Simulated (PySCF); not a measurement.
# One shape, several levels: C2H6AsNSi (SMILES N#CC[AsH][SiH3])

Wanted: a comparison of 5 runs (HF/3-21G, HF/6-31G**, HF/def2-SVP, B3LYP/6-31G*, PBE/def2-SVP) of C2H6AsNSi. The job is set up through a Python script.

Program for the calculation: PySCF 2.14.0.

## 1. The system as given

C2H6AsNSi: 11 atoms, total charge 0, spin state singlet. SMILES: `N#CC[AsH][SiH3]`. The shape comes from GFN2-xTB, which is rough for such elements, and wasn't checked as a minimum. This is one conformer, not always the lowest.

Bond lengths: N1–C2 1.145 Å, C2–C3 1.430 Å, C3–As4 2.013 Å, As4–Si5 2.339 Å, C3–H6 1.095 Å, C3–H7 1.094 Å, As4–H8 1.506 Å, Si5–H9 1.471 Å, Si5–H10 1.470 Å, Si5–H11 1.464 Å. Some angles: N1–C2–C3 177.8°, C2–C3–As4 108.6°, C3–As4–Si5 94.8°, C2–C3–H6 109.3°, C2–C3–H7 109.7°, As4–C3–H6 108.6°, As4–C3–H7 111.4°, C3–As4–H8 94.0°, Si5–As4–H8 92.6°, As4–Si5–H9 113.3°.

## 2. Energy and gradient at HF/3-21G (run 1)

File start.xyz:

```xyz
11

N      0.308320    -2.418240     2.661350
C      0.441830    -1.526540     1.955870
C      0.578050    -0.438770     1.038100
As    -0.167660    -1.005270    -0.744010
Si    -0.306900     1.167750    -1.597740
H      1.639330    -0.201150     0.912160
H      0.056330     0.439560     1.428520
H     -1.597530    -0.984490    -0.270770
H     -0.973130     2.109890    -0.685720
H      1.050770     1.683300    -1.826670
H     -1.029410     1.173960    -2.871100
```

File calc.py:

```python
import pyscf.grad
from pyscf import gto

molecule = gto.Mole()
molecule.atom = 'start.xyz'
molecule.verbose = 4
molecule.basis = '3-21g'
molecule.max_memory = 1860
molecule.spin = 0
molecule.build()

mf = molecule.RHF()
mf.conv_tol = 1e-10
mf.kernel()
if not mf.converged:
    mf = mf.newton().run(mf.mo_coeff, mf.mo_occ)

e_final = mf.e_tot
print('Final energy', e_final)
grad = mf.Gradients().kernel()
mf.analyze()
```

Command:

```
$ OMP_NUM_THREADS=1 python calc.py
```

Standard output:

```text
PySCF version 2.14.0

[... 85 lines left out ...]
One-electron Energy =                -4454.511831122027615
[... 8 lines left out ...]
MO #4   energy= -49.7379719098204  occ= 2
[... 6 lines left out ...]
MO #11  energy= -6.12397730132931  occ= 2
[... 6 lines left out ...]
MO #18  energy= -2.0469137818118   occ= 2
[... 6 lines left out ...]
MO #25  energy= -0.847994595685248 occ= 2
[... 6 lines left out ...]
MO #32  energy= -0.504442674878073 occ= 2
[... 6 lines left out ...]
MO #39  energy= 0.158846460812529  occ= 0
[... 6 lines left out ...]
MO #46  energy= 0.338545487223339  occ= 0
[... 6 lines left out ...]
MO #53  energy= 0.596609975902371  occ= 0
[... 6 lines left out ...]
MO #60  energy= 1.10275263023305   occ= 0
[... 6 lines left out ...]
MO #67  energy= 1.36508830799918   occ= 0
[... 6 lines left out ...]
MO #74  energy= 3.27563194441375   occ= 0
[... 49 lines left out ...]
pop of  3 As 3dxz         1.99814
pop of  3 As 3dx2-y2      1.99809
pop of  4 Si 1s           1.99999
pop of  4 Si 2s           1.99981
pop of  4 Si 3s           1.07270
pop of  4 Si 4s           0.00304
pop of  4 Si 2px          1.99984
pop of  4 Si 2py          1.99980
pop of  4 Si 2pz          1.99980
pop of  4 Si 3px          0.86363
pop of  4 Si 3py          0.84363
pop of  4 Si 3pz          0.86400
pop of  4 Si 4px          0.01124
pop of  4 Si 4py          0.01145
pop of  4 Si 4pz          0.01079
pop of  5 H 1s            0.85252
pop of  5 H 2s            0.01055
pop of  6 H 1s            0.85646
pop of  6 H 2s            0.01071
pop of  7 H 1s            1.05119
pop of  7 H 2s            0.00328
pop of  8 H 1s            1.09286
pop of  8 H 2s            0.00181
pop of  9 H 1s            1.08993
pop of  9 H 2s            0.00166
pop of  10 H 1s           1.08192
pop of  10 H 2s           0.00151
 ** Mulliken atomic charges  **
charge of    0N =     -0.19688
charge of    1C =      0.06902
charge of    2C =     -0.35932
charge of    3As =      0.22132
charge of    4Si =      0.32027
charge of    5H =      0.13693
charge of    6H =      0.13282
charge of    7H =     -0.05447
charge of    8H =     -0.09466
charge of    9H =     -0.09159
charge of   10H =     -0.08342
Dipole moment(X, Y, Z, Debye):  0.01360,  3.31084, -2.26929
```

Wall time 11 s (1 thread of Intel Xeon at 2.50GHz (Skylake/Cascade Lake), shared host); peak memory 0.15 GiB.

## 3. Energy and forces at HF/6-31G(d,p) (spherical functions) (run 2)

File run.py:

```python
import pyscf.grad
from pyscf import gto, scf

mol = gto.Mole()
mol.atom = '''
N      0.308320    -2.418240     2.661350
C      0.441830    -1.526540     1.955870
C      0.578050    -0.438770     1.038100
As    -0.167660    -1.005270    -0.744010
Si    -0.306900     1.167750    -1.597740
H      1.639330    -0.201150     0.912160
H      0.056330     0.439560     1.428520
H     -1.597530    -0.984490    -0.270770
H     -0.973130     2.109890    -0.685720
H      1.050770     1.683300    -1.826670
H     -1.029410     1.173960    -2.871100
'''
mol.verbose = 4
mol.spin = 0
mol.basis = '6-31g**'
mol.max_memory = 1860
mol.build()

calc0 = scf.RHF(mol)
calc0.conv_tol = 1e-10
calc0.kernel()
if not calc0.converged:
    calc0 = calc0.newton().run(calc0.mo_coeff, calc0.mo_occ)

energy = calc0.e_tot
print('E(%s) = %.9f' % ('HF', energy))
grad = calc0.Gradients().kernel()
calc0.analyze()
```

Command:

```
$ OMP_NUM_THREADS=1 python run.py
```

Standard output:

```text
PySCF version 2.14.0

[... 91 lines left out ...]
MO #1   energy= -432.594379662221  occ= 2
[... 10 lines left out ...]
MO #12  energy= -5.91105541551668  occ= 2
[... 10 lines left out ...]
MO #23  energy= -1.22500955074616  occ= 2
[... 10 lines left out ...]
MO #34  energy= -0.459533308958512 occ= 2
[... 10 lines left out ...]
MO #45  energy= 0.282704146227424  occ= 0
[... 10 lines left out ...]
MO #56  energy= 0.567273932192296  occ= 0
[... 10 lines left out ...]
MO #67  energy= 0.898060240203383  occ= 0
[... 10 lines left out ...]
MO #78  energy= 1.36590814401859   occ= 0
[... 10 lines left out ...]
MO #89  energy= 2.06384750062696   occ= 0
[... 10 lines left out ...]
MO #100 energy= 2.48032563238216   occ= 0
[... 10 lines left out ...]
MO #111 energy= 3.11174507708542   occ= 0
[... 10 lines left out ...]
MO #122 energy= 4.5261898829736    occ= 0
[... 97 lines left out ...]
pop of  5 H 2py           0.00011
pop of  5 H 2pz           0.00005
pop of  6 H 1s            0.85828
pop of  6 H 2s            0.00831
pop of  6 H 2px           0.00026
pop of  6 H 2py           0.00080
pop of  6 H 2pz           0.00019
pop of  7 H 1s            1.03023
pop of  7 H 2s            0.00259
pop of  7 H 2px           0.00276
pop of  7 H 2py           0.00008
pop of  7 H 2pz           0.00037
pop of  8 H 1s            1.11883
pop of  8 H 2s            0.00167
pop of  8 H 2px           0.00067
pop of  8 H 2py           0.00140
pop of  8 H 2pz           0.00117
pop of  9 H 1s            1.11670
pop of  9 H 2s            0.00145
pop of  9 H 2px           0.00265
pop of  9 H 2py           0.00046
pop of  9 H 2pz           0.00012
pop of  10 H 1s           1.10781
pop of  10 H 2s           0.00141
pop of  10 H 2px          0.00079
pop of  10 H 2py          0.00002
pop of  10 H 2pz          0.00247
 ** Mulliken atomic charges  **
charge of    0N =     -0.24049
charge of    1C =      0.10981
charge of    2C =     -0.33875
charge of    3As =      0.14872
charge of    4Si =      0.44677
charge of    5H =      0.13543
charge of    6H =      0.13216
charge of    7H =     -0.03603
charge of    8H =     -0.12374
charge of    9H =     -0.12138
charge of   10H =     -0.11250
Dipole moment(X, Y, Z, Debye):  0.02130,  3.56541, -2.41324
```

Run time: 77 s. Hardware: 1 thread of Intel Xeon at 2.50GHz (Skylake/Cascade Lake), shared host; peak memory 0.34 GiB.

Run 3 isn't shown in full; the table further down has it.

## 4. Energy and gradient at B3LYP/6-31G(d) (spherical functions) (run 4)

File run.py:

```python
import pyscf.grad
from pyscf import gto, dft

mol = gto.M(
    atom=[
    ('N', (0.308320, -2.418240, 2.661350)),
    ('C', (0.441830, -1.526540, 1.955870)),
    ('C', (0.578050, -0.438770, 1.038100)),
    ('As', (-0.167660, -1.005270, -0.744010)),
    ('Si', (-0.306900, 1.167750, -1.597740)),
    ('H', (1.639330, -0.201150, 0.912160)),
    ('H', (0.056330, 0.439560, 1.428520)),
    ('H', (-1.597530, -0.984490, -0.270770)),
    ('H', (-0.973130, 2.109890, -0.685720)),
    ('H', (1.050770, 1.683300, -1.826670)),
    ('H', (-1.029410, 1.173960, -2.871100)),
],
    basis='6-31g*',
    max_memory=1860,
    spin=0,
    verbose=3,
)

mf = dft.RKS(mol)
mf.xc = 'b3lyp'
mf.grids.level = 5
mf.conv_tol = 1e-10
mf.kernel()
if not mf.converged:
    mf = mf.newton().run(mf.mo_coeff, mf.mo_occ)

energy = mf.e_tot
print(f'total energy: {energy:.8f} hartree')
grad = mf.Gradients().kernel()
mf.analyze()
```

Command:

```
$ OMP_NUM_THREADS=1 python run.py
```

Standard output:

```text
converged SCF energy = -2659.66511608912
[... 14 lines left out ...]
MO #5   energy= -48.1601259146942  occ= 2
[... 8 lines left out ...]
MO #14  energy= -5.07578037461262  occ= 2
[... 8 lines left out ...]
MO #23  energy= -0.911012900716845 occ= 2
[... 8 lines left out ...]
MO #32  energy= -0.357816456528838 occ= 2
[... 8 lines left out ...]
MO #41  energy= 0.046101775293597  occ= 0
[... 8 lines left out ...]
MO #50  energy= 0.225296946544884  occ= 0
[... 8 lines left out ...]
MO #59  energy= 0.470827391349081  occ= 0
[... 8 lines left out ...]
MO #68  energy= 0.699528798845949  occ= 0
[... 8 lines left out ...]
MO #77  energy= 0.939150633833896  occ= 0
[... 8 lines left out ...]
MO #86  energy= 1.52230728502746   occ= 0
[... 8 lines left out ...]
MO #95  energy= 2.23555609423423   occ= 0
[... 8 lines left out ...]
MO #104 energy= 3.99095836133143   occ= 0
[... 12 lines left out ...]
Dipole moment(X, Y, Z, Debye):  0.05812,  3.19505, -2.13737
```

It took 2.1 min on 1 thread of Intel Xeon at 2.50GHz (Skylake/Cascade Lake), shared host; peak memory 1 GiB.

## 5. Energy and forces at PBE/def2-SVP (run 5)

File job.py:

```python
# N#CC[AsH][SiH3]
import pyscf.grad
from pyscf import gto, dft

mol = gto.M(
    atom=[
    ('N', (0.308320, -2.418240, 2.661350)),
    ('C', (0.441830, -1.526540, 1.955870)),
    ('C', (0.578050, -0.438770, 1.038100)),
    ('As', (-0.167660, -1.005270, -0.744010)),
    ('Si', (-0.306900, 1.167750, -1.597740)),
    ('H', (1.639330, -0.201150, 0.912160)),
    ('H', (0.056330, 0.439560, 1.428520)),
    ('H', (-1.597530, -0.984490, -0.270770)),
    ('H', (-0.973130, 2.109890, -0.685720)),
    ('H', (1.050770, 1.683300, -1.826670)),
    ('H', (-1.029410, 1.173960, -2.871100)),
],
    max_memory=1860,
    charge=0,
    basis='def2-svp',
    verbose=4,
    spin=0,
)

myscf = dft.RKS(mol)
myscf.xc = 'pbe'
myscf.conv_tol = 1e-10
myscf.grids.level = 5
myscf.kernel()
if not myscf.converged:
    myscf = myscf.newton().run(myscf.mo_coeff, myscf.mo_occ)

etot = myscf.e_tot
print('E = %.10f Eh' % etot)
grad = myscf.Gradients().kernel()
myscf.analyze()
```

Command:

```
$ OMP_NUM_THREADS=1 python job.py
```

Standard output:

```text
PySCF version 2.14.0

[... 109 lines left out ...]
MO #1   energy= -424.079533808598  occ= 2
[... 10 lines left out ...]
MO #12  energy= -4.85206316629442  occ= 2
[... 10 lines left out ...]
MO #23  energy= -0.820436561763638 occ= 2
[... 10 lines left out ...]
MO #34  energy= -0.295767109516503 occ= 2
[... 10 lines left out ...]
MO #45  energy= 0.0853866193172577 occ= 0
[... 10 lines left out ...]
MO #56  energy= 0.353046658376561  occ= 0
[... 10 lines left out ...]
MO #67  energy= 0.573630139147582  occ= 0
[... 10 lines left out ...]
MO #78  energy= 0.854732468234708  occ= 0
[... 10 lines left out ...]
MO #89  energy= 1.44375975086174   occ= 0
[... 10 lines left out ...]
MO #100 energy= 1.77852676917208   occ= 0
[... 10 lines left out ...]
MO #111 energy= 2.30062233131146   occ= 0
[... 10 lines left out ...]
MO #122 energy= 3.41573029761885   occ= 0
[... 97 lines left out ...]
pop of  5 H 2py           0.00013
pop of  5 H 2pz           0.00009
pop of  6 H 1s            0.84697
pop of  6 H 2s            0.00871
pop of  6 H 2px           0.00029
pop of  6 H 2py           0.00068
pop of  6 H 2pz           0.00027
pop of  7 H 1s            0.98374
pop of  7 H 2s            0.00548
pop of  7 H 2px           0.00271
pop of  7 H 2py           0.00026
pop of  7 H 2pz           0.00042
pop of  8 H 1s            1.06618
pop of  8 H 2s            0.00453
pop of  8 H 2px           0.00065
pop of  8 H 2py           0.00129
pop of  8 H 2pz           0.00117
pop of  9 H 1s            1.06084
pop of  9 H 2s            0.00443
pop of  9 H 2px           0.00255
pop of  9 H 2py           0.00043
pop of  9 H 2pz           0.00009
pop of  10 H 1s           1.05294
pop of  10 H 2s           0.00478
pop of  10 H 2px          0.00076
pop of  10 H 2py          0.00002
pop of  10 H 2pz          0.00238
 ** Mulliken atomic charges  **
charge of    0N =     -0.21024
charge of    1C =      0.09039
charge of    2C =     -0.32807
charge of    3As =      0.08545
charge of    4Si =      0.26845
charge of    5H =      0.14656
charge of    6H =      0.14308
charge of    7H =      0.00740
charge of    8H =     -0.07382
charge of    9H =     -0.06835
charge of   10H =     -0.06087
Dipole moment(X, Y, Z, Debye):  0.05231,  2.95511, -2.11901
```

Wall time 1.9 min (1 thread of Intel Xeon at 2.50GHz (Skylake/Cascade Lake), shared host); peak memory 1.3 GiB.

## 6. The series

| run | level | integration grid | energy (Eh) | dipole moment (D) | HOMO energy (eV) | LUMO energy (eV) | wall time |
| --- | --- | --- | --- | --- | --- | --- | --- |
| 1 | HF/3-21G | – | -2643.737170 | 4.01 | -10.04 | 3.02 | 11 s |
| 2 | HF/6-31G** (spherical functions) | – | -2656.490157 | 4.31 | -10.12 | 2.83 | 77 s |
| 3 | HF/def2-SVP | – | -2656.324653 | 4.20 | -10.21 | 2.90 | 38 s |
| 4 | B3LYP/6-31G* (spherical functions) | 5 | -2659.665116 | 3.84 | -7.47 | -0.64 | 2.1 min |
| 5 | PBE/def2-SVP | 5 | -2658.787680 | 3.64 | -6.68 | -1.37 | 1.9 min |

## 7. What came out

| quantity | value |
| --- | --- |
| run 5: total energy | -2658.78768 Eh |
| run 5: dipole moment | 3.64 D |
| run 5: HOMO energy | -6.68 eV |
| run 5: LUMO energy | -1.37 eV |
| run 5: HOMO–LUMO gap | 5.31 eV |
| run 5: largest force on an atom | 3.503 eV/Å |

What this shows: The dipole moment (its size) runs from 3.64 D (PBE/def2-SVP) to 4.31 D (HF/6-31G**). The two ends differ in method and basis. The HOMO–LUMO gap runs from 5.31 eV (PBE/def2-SVP) to 13.11 eV (HF/def2-SVP). Exact exchange widens orbital gaps. Totals of different functionals can't be ranked against each other. All runs together took 6.1 min, the longest 2.1 min.
